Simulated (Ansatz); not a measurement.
# C2H5F2InO: the cost of one run

Program: Ansatz 0.2.0, Gaussian basis. Level of theory: the settings change from run to run. These are calculated values, not measurements.

**1. The molecule**

The geometry comes from an earlier relaxation with PBE0-D4 in a triple-zeta def2 set; it is a stationary point, not always the lowest conformer. In takes a core potential in def2 sets; no spin-orbit term is included.

11 atoms, charge 0, spin multiplicity 1.

Atoms are counted from 1 here; the program's logs count them from 0.

Bond lengths: C1–C2 1.511 Å, C1–H7 1.093 Å, C1–H8 1.097 Å, C1–H9 1.093 Å, C2–O3 1.416 Å, C2–H10 1.096 Å, C2–H11 1.098 Å, O3–In4 1.956 Å, In4–F5 1.939 Å, In4–F6 1.926 Å. Angles: C2–C1–H7 111.0°, C2–C1–H8 111.0°, C2–C1–H9 110.6°, H7–C1–H8 107.0°, H7–C1–H9 108.1°, H8–C1–H9 109.0°, C1–C2–O3 113.3°, C1–C2–H10 109.9°, C1–C2–H11 110.0°, O3–C2–H10 105.5°, O3–C2–H11 110.6°, H10–C2–H11 107.2°, C2–O3–In4 120.7°, O3–In4–F5 123.9°, O3–In4–F6 122.3°, F5–In4–F6 113.8°.

As a file:

```
C    -0.11729   -1.20694    0.58727
C     1.07986   -0.34551    0.25754
O     0.78679    1.04009    0.24183
In   -0.74346    1.72554   -0.76553
F    -1.79334    0.65724   -1.99619
F    -1.31038    3.56241   -0.65178
H     0.16292   -2.26202    0.64312
H    -0.88868   -1.12112   -0.18859
H    -0.54642   -0.91775    1.54993
H     1.85427   -0.47329    1.02234
H     1.51574   -0.65864   -0.69994
```

**2. SPW92/ANO-RCC-VTZP**

Set apart from the defaults: charge +1, multiplicity 2, a grid of angular degree 23, high accuracy, the search for lower states set to full.

File in.yaml:

```yaml
crystal:
  periodic: [false, false, false]
  atoms:
    - {symbol: C, position_ang: [-0.117290, -1.206939, 0.587265]}
    - {symbol: C, position_ang: [1.079859, -0.345511, 0.257537]}
    - {symbol: O, position_ang: [0.786794, 1.040089, 0.241833]}
    - {symbol: In, position_ang: [-0.743464, 1.725542, -0.765526]}
    - {symbol: F, position_ang: [-1.793342, 0.657235, -1.996186]}
    - {symbol: F, position_ang: [-1.310384, 3.562408, -0.651776]}
    - {symbol: H, position_ang: [0.162922, -2.262023, 0.643120]}
    - {symbol: H, position_ang: [-0.888682, -1.121124, -0.188593]}
    - {symbol: H, position_ang: [-0.546424, -0.917752, 1.549931]}
    - {symbol: H, position_ang: [1.854266, -0.473286, 1.022336]}
    - {symbol: H, position_ang: [1.515745, -0.658641, -0.699942]}
basis:
  gaussian: {orbitals: ANO-RCC-VTZP, final_grid: {core_spheres: 8, valence_spheres: 7, degree: 23}}
total_charge: 1
magnetization: {spin_polarized: true, initial_magnetization: 1}
hamiltonian: {xc: {name: SPW92}}
accuracy: high
scf: {lower_state_search: full}
output: {forces: true}
```

The run is started by

```
ansatz run in.yaml --threads 4 --pin off --events-out ev --progress --plain --max-ram 11315MiB
```

What time and memory should one allow on 4 threads of Arm Neoverse V2, shared host?

About 4.3 min, with a peak of 3.7 GiB.
